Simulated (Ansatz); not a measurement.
# LuSe: strong compression

The task here is to estimate one member of a computed series from the others.

Method: DFT, PBEsol, PAW with Ansatz's default frozen-core files, scalar-relativistic, in Ansatz 0.2.0.

1 further run of the same task is left out (it didn't finish).

## Starting point

It takes space group Fm-3m (No. 225, cubic). Conventional cell: a = 5.595 Å, b = 5.595 Å, c = 5.595 Å, α = 90.00°, β = 90.00°, γ = 90.00°. Lu (site symmetry m-3m) is surrounded by 6 Se at 2.80 Å. Se (site symmetry m-3m) is surrounded by 6 Lu at 2.80 Å.

As a file:

```cif
data_structure
_symmetry_space_group_name_H-M 'P 1'
_symmetry_Int_Tables_number 1
_cell_length_a 3.9559
_cell_length_b 3.9559
_cell_length_c 3.9559
_cell_angle_alpha 60.000
_cell_angle_beta 60.000
_cell_angle_gamma 60.000
_cell_volume 43.78
loop_
_atom_site_label
_atom_site_type_symbol
_atom_site_fract_x
_atom_site_fract_y
_atom_site_fract_z
_atom_site_occupancy
Lu1 Lu 0.00000 0.00000 0.00000 1
Se1 Se 0.50000 0.50000 0.50000 1
```

Whether this phase is the stable one at these pressures isn't tested.

Atoms are numbered in the order of the input: Lu1, Se2.

The first run:

File input.yaml:

```yaml
crystal:
  lattice:
    - [0.0, 2.7972694992, 2.7972694992]
    - [2.7972694992, 0.0, 2.7972694992]
    - [2.7972694992, 2.7972694992, 0.0]
  atoms:
    - { symbol: Lu, position: [0.0, 0.0, 0.0] }
    - { symbol: Se, position: [0.5, 0.5, 0.5] }
kpoints:
  mp_grid: { grid: [11, 11, 11] }
scf:
  occupations: { method: fermi_dirac, width: 0.05 }
hamiltonian:
  xc: pbesol
  pseudopotentials: { kind: paw }
output:
  forces: true
  stress: true
relax:
  f_tol: 0.01
  max_steps: 30
```

Run with:

```sh
$ ansatz run input.yaml --threads 1 --pin off --max-ram 2048MiB --backend cpu --events-out ev --progress --plain --runs-dir out
```

Steps of the session up to this table: Atoms relaxed at the given volume, PAW; Volume scaled by 1, PAW; Atoms relaxed at 0.65 of the volume, PAW; Volume scaled by 0.65, PAW; Atoms relaxed at 0.6 of the volume, PAW; Volume scaled by 0.6, PAW; Atoms relaxed at 0.4 of the volume, PAW; Volume scaled by 0.4, PAW.

One table of the session follows, with a row left open; its other results are not shown here.

| method | volume over the first | volume (Å³/atom) | pressure (GPa) |
| --- | --- | --- | --- |
| PAW | 1 | ? | ? |
| PAW | 0.65 | 14.227 | 90.13 |
| PAW | 0.6 | 13.133 | 126.84 |
| PAW | 0.4 | 8.755 | 531.76 |

**Question.** Estimate the row for PAW, 1.

**Answer.** volume (Å³/atom): 21.888; pressure (GPa): -2.04. In the column «volume (Å³/atom)» it is the highest.

To keep in mind: Warnings in the runs' records: stress scf threshold loose.
